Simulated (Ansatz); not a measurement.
# C₃H₆BBr: up Jacob's ladder to CCSD(T)

One table from this session's results is given with a row withheld; the runs are named, their logs left out.

Computed with Ansatz 0.2.0, Gaussian basis. Level: functionals in def2-TZVPP, the program's frozen cores in correlated methods.

Plan: LDA (SPW92), PBE-D4, revPBE-D4, BLYP-D4, r2SCAN-D4, B97M-V, PBE0-D4, B3LYP-D4, r2SCANh-D4, r2SCAN0-D4, HSE06-D4, BHLYP-D4, CAM-B3LYP-D4, LC-ωPBE, ωB97X-V, ωB97M-V, B2PLYP, PBE-QIDH; CCSD(T)/def2-SVP; CCSD(T)/def2-TZVPP; MP2/def2-QZVPP; extrapolation to the limit; RPA on PBE.

### Structure used throughout

All runs share one geometry, relaxed beforehand with PBE0-D4 in a triple-zeta def2 set.

SMILES `C=C(Br)BC`, 11 atoms, charge 0, spin multiplicity 1.

Atoms are counted from 1 here; the program's logs count them from 0.

Bond lengths: C1–C2 1.333 Å, C1–H6 1.084 Å, C1–H7 1.085 Å, C2–Br3 1.909 Å, C2–B4 1.548 Å, B4–C5 1.548 Å, B4–H8 1.201 Å, C5–H9 1.102 Å, C5–H10 1.091 Å, C5–H11 1.092 Å. Angles: C2–C1–H6 123.6°, C2–C1–H7 118.5°, H6–C1–H7 117.9°, C1–C2–Br3 118.2°, C1–C2–B4 122.3°, Br3–C2–B4 119.5°, C2–B4–C5 125.1°, C2–B4–H8 114.0°, C5–B4–H8 120.8°, B4–C5–H9 105.7°, B4–C5–H10 114.5°, B4–C5–H11 113.5°, H9–C5–H10 106.3°, H9–C5–H11 105.6°, H10–C5–H11 110.4°.

The first run:

The input, in.yaml:

```yaml
crystal:
  periodic: [false, false, false]
  atoms:
    - {symbol: C, position_ang: [-1.502784, 1.382212, -0.562360]}
    - {symbol: C, position_ang: [-0.329924, 0.887619, -0.165495]}
    - {symbol: Br, position_ang: [1.081544, 2.112871, 0.222035]}
    - {symbol: B, position_ang: [-0.082051, -0.633414, -0.018225]}
    - {symbol: C, position_ang: [1.250281, -1.278627, 0.432846]}
    - {symbol: H, position_ang: [-1.696752, 2.442026, -0.685928]}
    - {symbol: H, position_ang: [-2.310337, 0.689685, -0.776716]}
    - {symbol: H, position_ang: [-1.048217, -1.310295, -0.244666]}
    - {symbol: H, position_ang: [1.161282, -1.415220, 1.522980]}
    - {symbol: H, position_ang: [2.132395, -0.656009, 0.273065]}
    - {symbol: H, position_ang: [1.409964, -2.277749, 0.022965]}
basis:
  gaussian: {orbitals: def2-TZVPP}
hamiltonian: {xc: lda}
output: {orbitals: {seedname: orbitals}}
```

Steps of the session up to this table: LDA; PBE-D4 (GGA); revPBE-D4 (GGA); BLYP-D4 (GGA); r2SCAN-D4 (meta-GGA); B97M-V (meta-GGA); PBE0-D4 (hybrid); B3LYP-D4 (hybrid); r2SCANh-D4 (hybrid); r2SCAN0-D4 (hybrid); HSE06-D4 (hybrid); BHLYP-D4 (hybrid); CAM-B3LYP-D4 (range-separated); LC-ωPBE (range-separated); ωB97X-V (range-separated); ωB97M-V (range-separated); B2PLYP (double hybrid); PBE-QIDH (double hybrid).

One of the session's tables, all rows but one given; the rest of the session is left out.

It belongs to the step «Frontier levels by functional». 

| functional | HOMO (eV) | LUMO (eV) | gap (eV) |
| --- | --- | --- | --- |
| LDA (SPW92) | -6.59 | -3.25 | 3.35 |
| PBE-D4 | -6.41 | -2.99 | 3.42 |
| revPBE-D4 | -6.35 | -2.89 | 3.46 |
| BLYP-D4 | -6.24 | -2.82 | 3.42 |
| r2SCAN-D4 | ? | ? | ? |
| B97M-V | -6.69 | -2.73 | 3.96 |
| PBE0-D4 | -7.53 | -2.04 | 5.48 |
| B3LYP-D4 | -7.29 | -2.23 | 5.05 |
| r2SCANh-D4 | -7.06 | -2.43 | 4.62 |
| r2SCAN0-D4 | -7.68 | -1.92 | 5.76 |
| HSE06-D4 | -7.13 | -2.43 | 4.70 |
| BHLYP-D4 | -8.47 | -0.95 | 7.52 |
| CAM-B3LYP-D4 | -8.79 | -0.91 | 7.89 |
| LC-ωPBE | -10.15 | 0.23 | 10.37 |
| ωB97X-V | -9.78 | 0.16 | 9.94 |
| ωB97M-V | -9.68 | 0.01 | 9.69 |

Estimate the missing values for r2SCAN-D4.

Worked estimate for «HOMO (eV)». Against the share of exact exchange, r2SCANh-D4 (0.1, -7.06), r2SCAN0-D4 (0.25, -7.68) give a slope of -4.13 per unit share; at 0 the line stands at -6.65.

As computed: HOMO (eV): -6.64; LUMO (eV): -2.78; gap (eV): 3.87. In «HOMO (eV)» the line misses by -0.01.
